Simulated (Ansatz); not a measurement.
LaMg, space group Pm-3m: relaxations under a series of pressures, run with the Ansatz DFT code, driven from Python.

The script, `compress_lamg.py`:
```python
"""Cell of LaMg under pressure."""

import ansatz as az
import numpy as np
import pandas as pd

def edges_and_angles(cell):
    cell = np.asarray(cell)
    a, b, c = np.linalg.norm(cell, axis=1)
    cosines = cell[1] @ cell[2] / (b * c), cell[0] @ cell[2] / (a * c), cell[0] @ cell[1] / (a * b)
    return (a, b, c, *np.degrees(np.arccos(cosines)))

structure = (
    az.Lattice.of((3.965, 0.0, 0.0), (0.0, 3.965, 0.0), (0.0, 0.0, 3.965))
    .atom("La", (0.5, 0.5, 0.5))
    .atom("Mg", (0.0, 0.0, 0.0))
)

setup = (
    structure.calculation()
    .functional("r2scan")
    .basis(650)
    .kpoints(length=24)
    .occupations("cold")
)

# H = F + PV, with 1 GPa A^3 = 1/160.21766 eV
rows = []
for pressure in [-2, 0, 2, 5, 10]:
    outcome = setup.relax(cell=True, pressure=pressure, force_tolerance=0.05).run(threads=1)
    cell = outcome.lattice.cell_ang
    n_atoms = len(outcome.lattice.sites)
    volume = abs(np.linalg.det(cell)) / n_atoms
    enthalpy = outcome.report["free_energy_ev"] / n_atoms + pressure * volume / 160.21766
    rows.append((pressure, volume, enthalpy, *edges_and_angles(cell)))
    print(f"{pressure} GPa done: {volume:.4f} A^3/atom")

table = pd.DataFrame(rows, columns=["P_GPa", "V_A3_atom", "H_eV_atom", "a", "b", "c", "alpha", "beta", "gamma"])
print(table.round(4).to_string(index=False))
p, v = np.array([row[0] for row in rows], float), np.array([row[1] for row in rows])
print("mean bulk modulus between rows (GPa):", np.round(-np.diff(p) / np.diff(np.log(v)), 1))
```

How far does the cell shrink over this series of pressures, and what bulk modulus does the first step imply?

The volume falls from 33.82 Å³ an atom at -2 GPa to 25.69 at 10 GPa, by 24.0 %. Between -2 and 0 GPa, -V dP/dV is about 32 GPa, a mean over that step.

What the script printed:

```console
$ python compress_lamg.py
-2 GPa done: 33.8232 A^3/atom
0 GPa done: 31.7965 A^3/atom
2 GPa done: 30.1540 A^3/atom
5 GPa done: 28.1900 A^3/atom
10 GPa done: 25.6889 A^3/atom
 P_GPa  V_A3_atom  H_eV_atom      a      b      c  alpha  beta  gamma
    -2    33.8232 -4096.0735 4.0746 4.0746 4.0746   90.0  90.0   90.0
     0    31.7965 -4095.6642 3.9915 3.9915 3.9915   90.0  90.0   90.0
     2    30.1540 -4095.2779 3.9216 3.9216 3.9216   90.0  90.0   90.0
     5    28.1900 -4094.7325 3.8345 3.8345 3.8345   90.0  90.0   90.0
    10    25.6889 -4093.8943 3.7176 3.7176 3.7176   90.0  90.0   90.0
mean bulk modulus between rows (GPa): [32.4 37.7 44.5 53.8]
```

Reading the output:
- Absolute energies stand on the zero of these potentials, so only differences at equal settings mean something.
- At a fixed pressure a relaxation lowers the enthalpy F + PV, while F alone can rise.
- The mesh is modest for a metal, so energies can be off by several to tens of meV an atom and pressures by half a GPa or more; differences at equal mesh fare better.
- The starting cell is as deposited in a crystallographic database; the results hold for this polymorph, which needn't be the stable one.
- Symmetry holds the cell in this phase, whether or not it is the stable one at each pressure.
- Finished in 80 s on 1 thread of Arm Neoverse V2 (shared host), peak memory 0.69 GiB.

(Lines on the test bed's own set-up are left out of the output.)
